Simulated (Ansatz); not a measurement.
# GaH₃O₂ (SMILES [OH][GaH][OH]): one structure at several levels

The atoms stand at a structure displaced at random from a GFN2-xTB minimum. How far do the functionals agree with CCSD(T) there?

Computed with Ansatz 0.2.0, Gaussian basis. Level: single points in def2-TZVPP.

Cores are frozen in the correlated methods. Filled d shells of the heavier atoms are correlated.

**1. The starting structure**

SMILES `[OH][GaH][OH]`, 6 atoms, charge 0, spin multiplicity 1.

Atoms are counted from 1 here; the program's logs count them from 0.

Bond lengths: O1–Ga2 1.813 Å, O1–H4 0.912 Å, Ga2–O3 1.668 Å, Ga2–H5 1.471 Å, O3–H6 0.962 Å. Angles: Ga2–O1–H4 128.6°, O1–Ga2–O3 117.7°, O1–Ga2–H5 130.0°, O3–Ga2–H5 112.3°, Ga2–O3–H6 133.4°.

Geometry (Å):

```mol
GaH3O2
  3D, bonds by distance, orders not assigned

  6  5  0  0  0  0  0  0  0  0999 V2000
   -0.6418   -1.3611   -0.0547 O   0  0
   -0.0953    0.3505   -0.3003 Ga  0  0
    1.1231    0.9243    0.6835 O   0  0
   -1.3377   -1.7982   -0.4502 H   0  0
   -0.5455    1.3562   -1.2744 H   0  0
    1.6424    0.5300    1.3907 H   0  0
  1  2  8  0
  1  4  8  0
  2  3  8  0
  2  5  8  0
  3  6  8  0
M  END
```

**2. CCSD(T)/def2-TZVPP**

run/in.yaml

```yaml
crystal:
  periodic: [false, false, false]
  atoms:
    - {symbol: O, position_ang: [-0.641800, -1.361100, -0.054700]}
    - {symbol: Ga, position_ang: [-0.095300, 0.350500, -0.300300]}
    - {symbol: O, position_ang: [1.123100, 0.924300, 0.683500]}
    - {symbol: H, position_ang: [-1.337700, -1.798200, -0.450200]}
    - {symbol: H, position_ang: [-0.545500, 1.356200, -1.274400]}
    - {symbol: H, position_ang: [1.642400, 0.530000, 1.390700]}
basis:
  gaussian: {orbitals: def2-TZVPP}
correlation: {method: ccsd_t}
output: {forces: true}
```

No record of the launch command was kept for these runs.

**3. PBE0-D4/def2-TZVPP**

run/in.yaml: that of step 2 with these lines changed.

```diff
@@ -11,3 +11,3 @@
   gaussian: {orbitals: def2-TZVPP}
-correlation: {method: ccsd_t}
-output: {forces: true}
+hamiltonian: {xc: pbe0, dispersion: d4}
+output: {forces: true, orbitals: {seedname: orbitals}}
```

**4. wB97M-V/def2-TZVPP**

run/in.yaml: that of step 3 with these lines changed.

```diff
@@ -11,3 +11,3 @@
   gaussian: {orbitals: def2-TZVPP}
-hamiltonian: {xc: pbe0, dispersion: d4}
-output: {forces: true, orbitals: {seedname: orbitals}}
+hamiltonian: {xc: {name: wB97M-V}}
+output: {forces: true}
```

**5. r2SCAN-D4/def2-TZVPP**

run/in.yaml: that of step 4 with these lines changed.

```diff
@@ -11,3 +11,3 @@
   gaussian: {orbitals: def2-TZVPP}
-hamiltonian: {xc: {name: wB97M-V}}
+hamiltonian: {xc: r2scan, dispersion: d4}
 output: {forces: true}
```

**6. PBE-D4/def2-TZVPP**

run/in.yaml: that of step 5 with these lines changed.

```diff
@@ -11,3 +11,3 @@
   gaussian: {orbitals: def2-TZVPP}
-hamiltonian: {xc: r2scan, dispersion: d4}
+hamiltonian: {xc: pbe, dispersion: d4}
 output: {forces: true}
```

**7. revPBE-D4/def2-TZVPP**

run/in.yaml: that of step 6 with these lines changed.

```diff
@@ -11,3 +11,3 @@
   gaussian: {orbitals: def2-TZVPP}
-hamiltonian: {xc: pbe, dispersion: d4}
+hamiltonian: {xc: {name: revPBE}, dispersion: d4}
 output: {forces: true}
```

**8. B97M-V/def2-TZVPP**

run/in.yaml: that of step 7 with these lines changed.

```diff
@@ -11,3 +11,3 @@
   gaussian: {orbitals: def2-TZVPP}
-hamiltonian: {xc: {name: revPBE}, dispersion: d4}
+hamiltonian: {xc: {name: B97M-V}}
 output: {forces: true}
```

(Steps that only read results are left out.)

Q: Predict the outcome of this session. Wanted: energy less free atoms, CCSD(T)/def2-TZVPP; RMS force component; RMS force error; HOMO and LUMO, PBE0-D4; T1 diagnostic.

As calculated:

```
                                  quantity                                                                                            value
energy less free atoms, CCSD(T)/def2-TZVPP                                                                                       -19.458 eV
                       RMS force component                                                             1.623 to 1.779 eV/Å over the methods
                           RMS force error  PBE0-D4 0.053, wB97M-V 0.040, r2SCAN-D4 0.079, PBE-D4 0.242, revPBE-D4 0.263, B97M-V 0.091 eV/Å
                    HOMO and LUMO, PBE0-D4                                                                               -8.59 and -0.28 eV
                             T1 diagnostic                                                                                            0.014
```

Against CCSD(T) the functionals' energies less atoms differ by -0.454 to +0.236 eV, PBE-D4 by -0.454 eV. The reference is not at the basis limit: in triple zeta CCSD(T) underbinds, which counts against methods that bind more; the gaps are no ranking. On forces the order runs from wB97M-V to revPBE-D4. Frozen-core CCSD(T) forces in triple zeta carry basis errors of their own, and this is one geometry, so small gaps rank nothing.
